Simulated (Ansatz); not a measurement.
# CH₆FGeN: up Jacob's ladder to CCSD(T)

Aim: compute CH₆FGeN with functionals from several rungs and with coupled cluster. The yardstick is the atomisation energy at the CCSD(T) limit.

Method: functionals in def2-TZVPP, the program's frozen cores in correlated methods; program: Ansatz 0.2.0, Gaussian basis.

Plan: LDA (SPW92), PBE-D4, revPBE-D4, BLYP-D4, r2SCAN-D4, B97M-V, PBE0-D4, B3LYP-D4, r2SCANh-D4, r2SCAN0-D4, HSE06-D4, BHLYP-D4, CAM-B3LYP-D4, LC-ωPBE, ωB97X-V, ωB97M-V, B2PLYP, PBE-QIDH; CCSD(T)/def2-SVP; CCSD(T)/def2-TZVPP; MP2/def2-QZVPP; extrapolation to the limit; RPA on PBE.

## 1. The geometry

The geometry comes from an earlier relaxation with PBE0-D4 in a triple-zeta def2 set; it is a stationary point, not always the lowest conformer.

SMILES `C[NH][GeH2][F]`, 10 atoms, charge 0, spin multiplicity 1.

Atoms are counted from 1 here; the program's logs count them from 0.

Bond lengths: C1–N2 1.450 Å, C1–H5 1.097 Å, C1–H6 1.094 Å, C1–H7 1.093 Å, N2–Ge3 1.806 Å, N2–H8 1.009 Å, Ge3–F4 1.754 Å, Ge3–H9 1.532 Å, Ge3–H10 1.531 Å. Angles: N2–C1–H5 113.8°, N2–C1–H6 110.4°, N2–C1–H7 109.6°, H5–C1–H6 108.3°, H5–C1–H7 107.5°, H6–C1–H7 107.0°, C1–N2–Ge3 121.9°, C1–N2–H8 113.1°, Ge3–N2–H8 115.4°, N2–Ge3–F4 111.6°, N2–Ge3–H9 109.0°, N2–Ge3–H10 109.3°, F4–Ge3–H9 104.5°, F4–Ge3–H10 105.3°, H9–Ge3–H10 116.9°.

As a file:

```
C     0.1169    1.0564   -0.9446
N    -0.6146    0.3483    0.0882
Ge    0.1246   -1.0087    1.0219
F     0.4239   -2.4046    0.0030
H     0.1288    0.5398   -1.9119
H    -0.3043    2.0546   -1.0944
H     1.1552    1.1907   -0.6309
H    -1.5958    0.2450   -0.1219
H     1.5134   -0.5828    1.5075
H    -0.8651   -1.4899    2.0862
```

## 2. LDA

This LDA is Slater exchange with PW92 correlation.

Input file in.yaml:

```yaml
crystal:
  periodic: [false, false, false]
  atoms:
    - {symbol: C, position_ang: [0.116930, 1.056352, -0.944636]}
    - {symbol: N, position_ang: [-0.614613, 0.348315, 0.088170]}
    - {symbol: Ge, position_ang: [0.124600, -1.008728, 1.021903]}
    - {symbol: F, position_ang: [0.423860, -2.404608, 0.002987]}
    - {symbol: H, position_ang: [0.128827, 0.539846, -1.911904]}
    - {symbol: H, position_ang: [-0.304275, 2.054616, -1.094440]}
    - {symbol: H, position_ang: [1.155227, 1.190670, -0.630877]}
    - {symbol: H, position_ang: [-1.595757, 0.244999, -0.121900]}
    - {symbol: H, position_ang: [1.513386, -0.582751, 1.507504]}
    - {symbol: H, position_ang: [-0.865086, -1.489910, 2.086193]}
basis:
  gaussian: {orbitals: def2-TZVPP}
hamiltonian: {xc: lda}
output: {orbitals: {seedname: orbitals}}
```

Run with:

```console
> ansatz run in.yaml --threads 4 --pin off --events-out ev --progress --plain --max-ram 10444MiB
```

The runs that follow: PBE-D4 (GGA); revPBE-D4 (GGA); BLYP-D4 (GGA); r2SCAN-D4 (meta-GGA); B97M-V (meta-GGA); B3LYP-D4 (hybrid); r2SCANh-D4 (hybrid); r2SCAN0-D4 (hybrid); HSE06-D4 (hybrid); BHLYP-D4 (hybrid); CAM-B3LYP-D4 (range-separated); LC-ωPBE (range-separated); ωB97X-V (range-separated); ωB97M-V (range-separated); B2PLYP (double hybrid); PBE-QIDH (double hybrid); CCSD(T) in def2-SVP; CCSD(T) in def2-TZVPP; MP2 in def2-QZVPP; RPA on PBE orbitals.

Before running them: what should the planned runs give, taken together? Wanted: atomisation energy, CCSD(T)/CBS; farthest beyond LDA; mean size of error, GGA; mean size of error, meta-GGA; mean size of error, hybrid; mean size of error, range-separated; mean size of error, double hybrid; gap, smallest and largest; T1 diagnostic.

As calculated:

```
                               quantity                                                                                                     value
        atomisation energy, CCSD(T)/CBS                                                                                             3400.9 kJ/mol
 functionals within 34.0 kJ/mol (1.0 %)  PBE-D4, BLYP-D4, r2SCAN-D4, B97M-V, PBE0-D4, B3LYP-D4, HSE06-D4, CAM-B3LYP-D4, LC-ωPBE, ωB97X-V, ωB97M-V
                    farthest beyond LDA                                                                                  BHLYP-D4 (-113.5 kJ/mol)
                mean size of error, GGA                                                                                               34.6 kJ/mol
           mean size of error, meta-GGA                                                                                               10.8 kJ/mol
             mean size of error, hybrid                                                                                               51.7 kJ/mol
    mean size of error, range-separated                                                                                               14.3 kJ/mol
      mean size of error, double hybrid                                                                                               46.2 kJ/mol
              gap, smallest and largest                                                                 5.48 eV (LDA (SPW92)), 12.83 eV (LC-ωPBE)
                          T1 diagnostic                                                                                                    0.0114
triples share of the correlation energy                                                                                                     3.3 %
```

The LDA atomisation energy is off by 479.4 kJ/mol (14 %): it overbinds. PBE-D4 misses by +31.3 kJ/mol. Double hybrids carry the basis error of their MP2 part in triple zeta, and no dispersion term here, so their miss is partly the set-up's. The rungs meta-GGA, range-separated miss on average by less than the doubt on the reference (34.0 kJ/mol), so they tie. The reference freezes the cores and leaves out relativity and excitations past (T), and its outer-core shells are covered unevenly, so misses under about 34.0 kJ/mol can't be ranked. Hartree-Fock recovers 71 % of the binding; the rest is correlation. CCSD(T) in def2-SVP is off by -213.1 kJ/mol, which most functionals beat. Orbital gaps span 5.5 to 12.8 eV; exact exchange widens them. Correlated methods include outer-core shells of Ge, which these sets cover unevenly.
